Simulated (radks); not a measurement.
# Rh inside a hard spherical wall

One table from this session's results is given with a row withheld; the runs are named, their logs left out.

The numbers are computed with radks (a radial shooting solver on a logarithmic mesh, Libxc functionals) version 1 (scalar-relativistic Kohn-Sham, PBEsol, spin-polarised, spherical densities, finite nucleus; open shells are filled with parallel spins first), except any that are marked as measured or tabulated.

## The system

* element: rhodium (Z = 45)
* charge: 0
* electrons: 45
* configuration: [Kr] 4d8 5s1
* nuclear rms radius: 4.4945 fm

The outer shells:

Rh
```
[Kr] core
4d [↑↓][↑↓][↑↓][↑ ][↑ ]
5s [↑ ]
```

The first run:

Settings of this run:

```text
Z 45
configuration [Kr] 4d8 5s1 5p0 6s0 4f0
relativity scalar-relativistic
functional pbe_sol,pbe_sol
spin polarised
nucleus finite rms 4.4945 fm
c 137.035999084
```

The run is started by

```
python run_ks.py task.json out
```

All runs below come from this command, one after another.

Among the steps run: The free atom; Wall at 15 bohr; Wall at 10 bohr; Wall at 8 bohr; Wall at 6 bohr; Wall at 5 bohr; Wall at 3.5 bohr; Wall at 3 bohr; Wall at 2.5 bohr; Wall at 2 bohr.

One of the session's tables, all rows but one given; the rest of the session is left out.

| R (bohr) | E − E(free) (eV) | ε(5s) (eV) | ε(5p, empty) (eV) | ε(6s, empty) (eV) | ε(4f, empty) (eV) |
| --- | --- | --- | --- | --- | --- |
| free | 0.000 | -4.809 | -1.075 | - | - |
| 15 | 0.000 | -4.809 | -1.067 | 0.347 | 2.394 |
| 10 | ? | ? | ? | ? | ? |
| 8 | 0.070 | -4.663 | -0.505 | 4.545 | 7.559 |
| 6 | 0.719 | -3.826 | 1.185 | 12.394 | 12.968 |
| 5 | 2.459 | -2.161 | 3.869 | 22.587 | 18.217 |
| 3.5 | 19.511 | 9.072 | 19.194 | 69.463 | 35.250 |
| 3 | 43.615 | 21.661 | 34.965 | 110.98 | 46.981 |
| 2.5 | 108.58 | 50.089 | 68.520 | 190.93 | 66.734 |
| 2 | 318.08 | 123.10 | 149.21 | 365.10 | 105.59 |

**Question.** Estimate the row for R (bohr) = 10.

Worked estimate for «E − E(free) (eV)». A straight line through the neighbours (15, 0.000) and (8, 0.070) gives 0.000 + (0.070 − 0.000) × (10 − 15) / (8 − 15) = 0.050; a parabola fitted to 3 rows on both sides gives -0.299.

**Answer.** E − E(free) (eV): 0.007; ε(5s) (eV): -4.788; ε(5p, empty) (eV): -0.912; ε(6s, empty) (eV): 1.945; ε(4f, empty) (eV): 4.953. In «E − E(free) (eV)» the line misses by +0.043 and the parabola by -0.306. Between these rows the values bend or scatter more than so simple an estimate can follow.

Shells are not refilled when levels cross, and a hard wall is a model, not a crystal.
